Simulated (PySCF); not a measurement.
# BH9NPSi2: the cost of one run

Programs: PySCF 2.14.0, with density-fitted response routines of our own. Each step states its level of theory. These are calculated values for one molecule in the gas phase, unless marked as measured. Atoms count from 0, in the outputs and in this text.

## Step 1: The molecule as given

14 atoms, charge 0, multiplicity 1; geometry from: GFN2-xTB. The atoms were then displaced at random by about 0.01 Å, so the start is not that level's minimum.

Bonds of the start (Å): B0–N1 1.40, N1–Si2 1.77, N1–Si3 1.79, Si3–P4 2.21, B0–H5 1.20, B0–H6 1.15, Si2–H7 1.49, Si2–H8 1.44, Si2–H9 1.49, Si3–H10 1.47, Si3–H11 1.46, P4–H12 1.38, P4–H13 1.36.

## Step 2: Geometry optimisation at PBE0-D3(BJ)/def2-SVP

The job: settings as JSON, then the geometry in Å.

```
{"job": {"xc": "PBE0", "basis": "def2-SVP", "d3": "d3bj", "grid": 1, "shake": 0.01, "kind": "geom"}, "charge": 0, "multiplicity": 1}
B     -1.710010    -1.313050     0.092040
N     -0.736640    -0.320040     0.271100
Si    -1.132060     1.367270     0.625250
Si     0.975140    -0.835580     0.171090
P      2.263720     0.856920     0.761220
H     -2.862240    -0.978720     0.146490
H     -1.404170    -2.396320    -0.128770
H     -0.304940     2.201870    -0.288960
H     -2.539120     1.561550     0.408790
H     -0.762950     1.619260     2.042770
H      1.161450    -1.926310     1.145380
H      1.201190    -1.310870    -1.187310
H      2.439480     1.350840    -0.520660
H      3.403990     0.108100     0.733830
```

Run with:

```bash
> OMP_NUM_THREADS=1 python probes_run.py task.json out
```

One launch serves the whole session: the jobs run in the order shown.

Q: Estimate the wall time and peak memory of this first job on 1 thread of Arm Neoverse V2, shared host.

About 1.7 min, with a peak of 0.5 GiB.
